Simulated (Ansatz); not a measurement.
# GaNHCl (triplet): from Hartree-Fock to the top rungs at a displaced geometry (v1), cc-pVDZ

Aim: climb from Hartree-Fock through coupled cluster for GaNHCl (triplet) at one geometry and basis, and see what each rung misses.

Program: Ansatz 0.2.0, Gaussian basis. Level of theory: cc-pVDZ, core rule «outside noble gas», up to 20 orbitals frozen. These are calculated values, not measurements.

To be run: UHF; CCSD(T) on ROHF; CCSD(T) on UHF; BCCD(T) on ROHF; CISD as a restricted active space (open shells left free, so some higher excitations enter); CCSDT(Q) on ROHF; CCSDT(Q) on UHF.

24 further runs of the same task are left out: 6 for a known fault of the program, 4 that didn't finish, 14 set aside as unsound or not needed. Runs told in other sessions of the task aren't counted.

**1. The system**

The geometry is a PBE0/def2-TZVP stationary point (not a proven minimum) with its atoms shifted at random (size 0.040 Å). No spin-orbit coupling is included. The filled d shell of Ga may be among the frozen orbitals whatever the setting's name suggests.

4 atoms, charge 0, spin multiplicity 3.

Atoms are counted from 1 here; the program's logs count them from 0.

Bond lengths: Cl1–Ga3 2.210 Å, N2–Ga3 1.871 Å, N2–H4 1.044 Å. Angles: Ga3–N2–H4 110.0°, Cl1–Ga3–N2 115.4°.

**2. UHF**

in.yaml

```yaml
crystal:
  periodic: [false, false, false]
  atoms:
    - {symbol: Cl, position_ang: [-0.026777, 0.311520, 1.650725]}
    - {symbol: N, position_ang: [-0.027610, 0.994155, -1.734838]}
    - {symbol: Ga, position_ang: [0.020354, -0.366527, -0.451936]}
    - {symbol: H, position_ang: [-0.082423, 0.581595, -2.692061]}
basis:
  gaussian: {orbitals: cc-pVDZ}
magnetization: {spin_polarized: true, initial_magnetization: 2}
hamiltonian: {xc: hf}
output: {orbitals: {seedname: orbitals}}
```

Run with:

```bash
ansatz run in.yaml --threads 1 --pin off --events-out ev --progress --plain --max-ram 2393MiB
```

The runs that follow: CCSD(T) on ROHF; CCSD(T) on UHF; BCCD(T) on ROHF; CISD as a restricted active space (open shells left free, so some higher excitations enter); CCSDT(Q) on ROHF; CCSDT(Q) on UHF.

Before running them: what should the planned runs give, taken together? Wanted: UCCSDT(Q) from the RHF energy; RMP2 from UCCSDT(Q); UMP2 from UCCSDT(Q); RCCSD from UCCSDT(Q); RCCSD(T) from UCCSDT(Q); UCCSD(T) from UCCSDT(Q); RCCSDT(Q) from UCCSDT(Q); T1 diagnostic.

The runs gave:

| quantity | value |
| --- | --- |
| UCCSDT(Q) from the ROHF energy | -9.7904 eV |
| RMP2 from UCCSDT(Q) | +27.25 kcal/mol |
| UMP2 from UCCSDT(Q) | +27.35 kcal/mol |
| RCCSD from UCCSDT(Q) | +7.04 kcal/mol |
| RCCSD(T) from UCCSDT(Q) | +1.42 kcal/mol |
| UCCSD(T) from UCCSDT(Q) | +1.30 kcal/mol |
| RCCSDT(Q) from UCCSDT(Q) | +0.18 kcal/mol |
| levels within 1 kcal/mol (43 meV) | RCCSDT, UCCSDT, RCCSDT(Q) |
| T1 diagnostic | 0.028 |

What this shows: RCCSD(T) lands +1.42 kcal/mol from the yardstick (0.6 % of the correlation energy). These misses are within one basis, not against nature; the frozen cores of restricted and unrestricted runs differ, which can shift their rows.
